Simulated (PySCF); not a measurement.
# Cl2Sm ([SmCl2]+): the cost of one run

Computed with PySCF 2.14.0 and routines of our own; the level stands in each step. Atoms count from 0.

## Step 1: The system as given

3 atoms, charge 1, states of the metal's open shell are computed; geometry from: model geometry, bond lengths from ionic radii.

## Step 2: Ligand-field states: state-averaged CASSCF

The job: settings as JSON, then the geometry in Å.

```
{"job": {"kind": "lf", "basis": {"metal": "x2c-TZVPall", "ligand": "x2c-SVPall"}, "nevpt": false, "roots": {"6": 21, "4": 128, "2": 130}}, "charge": 1, "metal": "Sm", "open_shell": "f5"}
Sm     0.000000     0.000000     0.000000
Cl     0.000000     0.000000     2.428000
Cl     0.000000     0.000000    -2.428000
```

Method: state-averaged CASSCF of the metal f shell, state-interaction spin-orbit coupling.

The run is started by

```sh
$ OMP_NUM_THREADS=1 python lf_run.py task.json out
```

This one command runs all jobs of the session in turn.

**Question.** How long does this first job take on 1 thread of Arm Neoverse V1, shared host, and how much memory does it need?

About 23 s, with a peak of 0.47 GiB.
